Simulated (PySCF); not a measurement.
# C10H19N2: the cost of one run

Programs: PySCF 2.14.0, with density-fitted response routines of our own. Each step states its level of theory. These are calculated values for one molecule in the gas phase, unless marked as measured. Atoms are numbered from 0 throughout.

### Step 1. The molecule as given

31 atoms, charge 1, multiplicity 1; geometry from: GFN2-xTB.

Bonds of the start (Å): C0–C1 1.52, C1–C2 1.53, C2–C3 1.53, C3–C4 1.53, C4–C5 1.53, C5–N6 1.45, N6–C7 1.36, C7–C8 1.36, C8–N9 1.36, N9–C10 1.44, N9–C11 1.33, C11–N6 1.33, C0–H12 1.09, C0–H13 1.09, C0–H14 1.09, C1–H15 1.09, C1–H16 1.09, C2–H17 1.09, C2–H18 1.09, C3–H19 1.09, C3–H20 1.09, C4–H21 1.09, C4–H22 1.09, C5–H23 1.09, C5–H24 1.09, C7–H25 1.07, C8–H26 1.07, C10–H27 1.09, C10–H28 1.09, C10–H29 1.09 and more.

### Step 2. Relaxing the molecule at PBE0-D3(BJ)/def2-SVP

What the job is given:

```
{"job": {"xc": "PBE0", "basis": "def2-SVP", "d3": "d3bj", "grid": 1, "kind": "geom"}, "charge": 1, "multiplicity": 1}
C     -4.792760     0.616670    -1.898570
C     -3.587960     0.907730    -1.013970
C     -2.858700    -0.374700    -0.618520
C     -1.671040    -0.093400     0.300570
C     -0.961010    -1.382220     0.708790
C      0.213470    -1.138520     1.663390
N      1.248480    -0.352300     1.029790
C      1.425030     0.990450     1.156890
C      2.459000     1.344440     0.343280
N      2.893570     0.210910    -0.273560
C      3.985060     0.137660    -1.207350
C      2.145990    -0.801780     0.156370
H     -4.484250     0.119950    -2.815230
H     -5.498870    -0.027260    -1.380370
H     -5.301580     1.539320    -2.163130
H     -2.898610     1.569230    -1.544120
H     -3.919030     1.427560    -0.112660
H     -2.509010    -0.882840    -1.519980
H     -3.556860    -1.043080    -0.111610
H     -0.976520     0.573960    -0.217640
H     -2.028730     0.422840     1.193860
H     -1.669550    -2.036670     1.216780
H     -0.606940    -1.906520    -0.180960
H     -0.130500    -0.596070     2.545490
H      0.643180    -2.091540     1.979200
H      0.822730     1.594250     1.804480
H      2.902170     2.303360     0.166400
H      3.864990     0.897600    -1.979470
H      4.010990    -0.844910    -1.673030
H      4.932090     0.312020    -0.694000
H      2.254150    -1.824890    -0.147880
```

Q: Estimate the wall time of this first job on 8 threads of AMD EPYC 9R45 (Zen 5), shared host.

About 1.9 min.
